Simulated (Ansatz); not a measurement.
# Ba4YW: a trial structure relaxed

Aim: relax a trial structure of Ba4YW and see where it ends.

Program: Ansatz 0.2.0. Level of theory: DFT PBE, scalar-relativistic, plane waves, PAW. These are calculated values, not measurements.

## Step 1: Starting point

Symmetry: P-6m2, No. 187, hexagonal system. The conventional cell has a = 6.614 Å, b = 6.614 Å, c = 4.994 Å, α = 90.00°, β = 90.00°, γ = 120.00°. Ba (site symmetry -6m2) is surrounded by 6 Ba at 3.11 Å and 3 W at 3.82 Å and 3 Y at 3.82 Å. Ba (site symmetry mm2) is surrounded by 6 Ba at 3.11 to 3.40 Å and 2 W at 3.18 Å. Y (site symmetry -6m2) has 15 Ba at 3.82 to 4.14 Å and 3 W at 3.82 Å in its first shell of neighbours. W (site symmetry -6m2) has 9 Ba at 3.18 to 3.82 Å and 3 Y at 3.82 Å in its first shell of neighbours.

Coordinates:

```
CELL_PARAMETERS angstrom
6.61350 0.00000 0.00000
-3.30675 5.72746 0.00000
0.00000 0.00000 4.99411
ATOMIC_POSITIONS crystal
Ba 0.66667 0.33333 0.00000
Ba 0.50455 0.00910 0.50000
Ba 0.99090 0.49545 0.50000
Ba 0.50455 0.49545 0.50000
Y 0.00000 0.00000 0.00000
W 0.33333 0.66667 0.00000
```

Recipe of the guess: species swapped into a database cell of NdGaCo4 (P-6m2, No. 187), with Y on the Nd sites, W on the Ga sites and Ba on the Co sites. Its size is a rough estimate.

## Step 2: The guess as it stands, on a coarse mesh

input.yaml

```yaml
crystal:
  lattice:
    - [6.61350206, 0.0, 0.0]
    - [-3.30675103, 5.72746079, 0.0]
    - [0.0, 0.0, 4.99410773]
  atoms:
    - { symbol: Ba, position: [0.66666667, 0.33333333, 0.0] }
    - { symbol: Ba, position: [0.5045495, 0.009099, 0.5] }
    - { symbol: Ba, position: [0.990901, 0.4954505, 0.5] }
    - { symbol: Ba, position: [0.5045495, 0.4954505, 0.5] }
    - { symbol: "Y", position: [0.0, 0.0, 0.0] }
    - { symbol: W, position: [0.33333333, 0.66666667, 0.0] }
basis:
  ecutwfc: 420
kpoints:
  mp_grid: { grid: [3, 3, 4] }
hamiltonian:
  xc: pbe
scf:
  occupations: { method: gaussian, width: 0.1 }
  lower_state_search: "off"
output:
  forces: true
  stress: true
  eigenvalues: true
```

On the command line:

```bash
ansatz run input.yaml --threads 1 --pin off --max-ram 2560MiB --backend cpu --events-out ev --progress --plain --runs-dir out
```

The session goes on with these runs: coarse relaxation; final relaxation.

**Question.** What will these runs give? Wanted: conventional cell; volume; energy over the elements; gap on the mesh.

As calculated:

```
                              quantity                                                                       value
symmetry at the end (tolerance 0.05 Å)                                                 space group P-6m2 (No. 187)
                     conventional cell  a = 6.837 Å, b = 6.837 Å, c = 5.815 Å, α = 90.00°, β = 90.00°, γ = 120.00°
                                volume                                                               39.23 Å³/atom
              energy over the elements                                                               +1.14 eV/atom
                       gap on the mesh                                                                none (metal)
```

The space group P-6m2 (No. 187) is kept, and the volume per atom grows by 24.4 % from the first guess. With a positive formation energy it can't be a ground state. No finished test with a distortion of lower symmetry is shown, so the end may be a saddle point. Spin-orbit coupling is left out for W.
